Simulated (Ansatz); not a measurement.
# CH6FNOZr: how energies converge with the basis set

The task here is to estimate one member of a computed series from the others.

Program: Ansatz 0.2.0, Gaussian basis. Level of theory: one geometry, several basis sets. These are calculated values, not measurements.

Levels to be run: PBE0-D4/def2-SVP; ωB97M-V/def2-SVP; PBE0-D4/def2-QZVPP; ωB97M-V/def2-QZVPP; the functionals' def2-TZVPP values are taken from earlier runs.

### The geometry

An earlier PBE0-D4 in a triple-zeta def2 set relaxation fixed the geometry. Zr takes the def2 core potential; no spin-orbit term is included.

SMILES `[CH3][Zr]([NH2])([OH])[F]`, 11 atoms, charge 0, spin multiplicity 1.

Atoms are counted from 1 here; the program's logs count them from 0.

Bond lengths: C1–Zr2 2.230 Å, C1–H6 1.095 Å, C1–H7 1.096 Å, C1–H8 1.097 Å, Zr2–N3 2.027 Å, Zr2–O4 1.919 Å, Zr2–F5 1.919 Å, N3–H9 1.012 Å, N3–H10 1.011 Å, O4–H11 0.953 Å. Angles: Zr2–C1–H6 111.9°, Zr2–C1–H7 111.3°, Zr2–C1–H8 110.6°, H6–C1–H7 107.6°, H6–C1–H8 107.7°, H7–C1–H8 107.6°, C1–Zr2–N3 105.4°, C1–Zr2–O4 105.8°, C1–Zr2–F5 105.1°, N3–Zr2–O4 109.5°, N3–Zr2–F5 111.1°, O4–Zr2–F5 118.8°, Zr2–N3–H9 125.0°, Zr2–N3–H10 126.3°, H9–N3–H10 108.5°, Zr2–O4–H11 162.6°.

The first run:

The input, in.yaml:

```yaml
crystal:
  periodic: [false, false, false]
  atoms:
    - {symbol: C, position_ang: [0.645832, 0.931848, 1.283499]}
    - {symbol: Zr, position_ang: [-0.574700, -0.396804, -0.026912]}
    - {symbol: N, position_ang: [-0.276477, 0.286077, -1.912316]}
    - {symbol: O, position_ang: [0.187348, -2.148917, 0.148394]}
    - {symbol: F, position_ang: [-2.389808, -0.118633, 0.529148]}
    - {symbol: H, position_ang: [1.709840, 0.890050, 1.028907]}
    - {symbol: H, position_ang: [0.326274, 1.976697, 1.198134]}
    - {symbol: H, position_ang: [0.542393, 0.638153, 2.335287]}
    - {symbol: H, position_ang: [-0.782999, 1.050055, -2.340430]}
    - {symbol: H, position_ang: [0.361283, -0.099405, -2.595160]}
    - {symbol: H, position_ang: [0.316314, -3.066019, 0.372048]}
basis:
  gaussian: {orbitals: def2-SVP}
hamiltonian: {xc: pbe0, dispersion: d4}
output: {orbitals: {seedname: orbitals}}
```

Among the steps run: PBE0-D4 in def2-SVP; ωB97M-V in def2-SVP; PBE0-D4 in def2-QZVPP; ωB97M-V in def2-QZVPP.

One of the session's tables, all rows but one given; the rest of the session is left out.

It belongs to the step «Functionals by basis». 

| functional | basis | HOMO (eV) |
| --- | --- | --- |
| PBE0-D4 | def2-SVP | ? |
| PBE0-D4 | def2-TZVPP | -7.26 |
| PBE0-D4 | def2-QZVPP | -7.29 |
| ωB97M-V | def2-SVP | -9.44 |
| ωB97M-V | def2-TZVPP | -9.57 |
| ωB97M-V | def2-QZVPP | -9.60 |

Estimate the missing values for PBE0-D4, def2-SVP.

As computed: HOMO (eV): -7.14. In the column «HOMO (eV)» it is the highest.
